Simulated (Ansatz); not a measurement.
# CH3BCl2O: up Jacob's ladder to CCSD(T)

One table from this session's results is given with a row withheld; the runs are named, their logs left out.

Method: functionals in def2-TZVPP, the program's frozen cores in correlated methods; program: Ansatz 0.2.0, Gaussian basis.

Levels to be run: LDA (SPW92), PBE-D4, revPBE-D4, BLYP-D4, r2SCAN-D4, B97M-V, PBE0-D4, B3LYP-D4, r2SCANh-D4, r2SCAN0-D4, HSE06-D4, BHLYP-D4, CAM-B3LYP-D4, LC-ωPBE, ωB97X-V, ωB97M-V, B2PLYP, PBE-QIDH; CCSD(T)/def2-SVP; CCSD(T)/def2-TZVPP; MP2/def2-QZVPP; extrapolation to the limit; RPA on PBE.

## The relaxed structure

An earlier PBE0-D4 in a triple-zeta def2 set relaxation fixed the geometry.

SMILES `OB(Cl)CCl`, 8 atoms, charge 0, spin multiplicity 1.

Atoms are counted from 1 here; the program's logs count them from 0.

Bond lengths: O1–B2 1.336 Å, O1–H6 0.968 Å, B2–Cl3 1.760 Å, B2–C4 1.576 Å, C4–Cl5 1.788 Å, C4–H7 1.091 Å, C4–H8 1.091 Å. Angles: B2–O1–H6 110.8°, O1–B2–Cl3 118.7°, O1–B2–C4 123.8°, Cl3–B2–C4 117.4°, B2–C4–Cl5 111.9°, B2–C4–H7 111.2°, B2–C4–H8 111.2°, Cl5–C4–H7 107.5°, Cl5–C4–H8 107.5°, H7–C4–H8 107.3°.

The first run:

in.yaml

```yaml
crystal:
  periodic: [false, false, false]
  atoms:
    - {symbol: O, position_ang: [0.267636, 0.857529, 1.458464]}
    - {symbol: B, position_ang: [0.498396, -0.146793, 0.607501]}
    - {symbol: Cl, position_ang: [1.689895, -1.367083, 1.041718]}
    - {symbol: C, position_ang: [-0.237353, -0.309992, -0.776607]}
    - {symbol: Cl, position_ang: [-1.411471, 1.007743, -1.065886]}
    - {symbol: H, position_ang: [-0.404615, 1.458866, 1.107272]}
    - {symbol: H, position_ang: [-0.783860, -1.253188, -0.823872]}
    - {symbol: H, position_ang: [0.473572, -0.304181, -1.604289]}
basis:
  gaussian: {orbitals: def2-TZVPP}
hamiltonian: {xc: lda}
output: {orbitals: {seedname: orbitals}}
```

Run with:

```console
ansatz run in.yaml --threads 2 --pin off --events-out ev --progress --plain --max-ram 4352MiB
```

Among the steps run: LDA; PBE-D4 (GGA); revPBE-D4 (GGA); BLYP-D4 (GGA); r2SCAN-D4 (meta-GGA); B97M-V (meta-GGA); PBE0-D4 (hybrid); B3LYP-D4 (hybrid); r2SCANh-D4 (hybrid); r2SCAN0-D4 (hybrid); HSE06-D4 (hybrid); BHLYP-D4 (hybrid); CAM-B3LYP-D4 (range-separated); LC-ωPBE (range-separated); ωB97X-V (range-separated); ωB97M-V (range-separated); B2PLYP (double hybrid); PBE-QIDH (double hybrid).

One of the session's tables, all rows but one given; the rest of the session is left out.

It belongs to the step «Frontier levels by functional». 

```
  functional  HOMO (eV)  gap (eV)
 LDA (SPW92)      -7.45      5.93
      PBE-D4      -7.30      6.06
   revPBE-D4      -7.24      6.11
     BLYP-D4      -7.16      6.07
   r2SCAN-D4      -7.63      6.73
      B97M-V      -7.73      6.93
     PBE0-D4          ?         ?
    B3LYP-D4      -8.45      8.00
  r2SCANh-D4      -8.14      7.60
  r2SCAN0-D4      -8.92      8.90
    HSE06-D4      -8.30      7.69
    BHLYP-D4     -10.00     10.89
CAM-B3LYP-D4     -10.11     11.05
     LC-ωPBE     -11.51     13.67
     ωB97X-V     -11.14     13.21
     ωB97M-V     -10.97     12.83
```

Q: Estimate the row for PBE0-D4 from the others.

As computed: HOMO (eV): -8.71; gap (eV): 8.48. In the column «HOMO (eV)» it lies between r2SCAN0-D4 (-8.92) and B3LYP-D4 (-8.45).
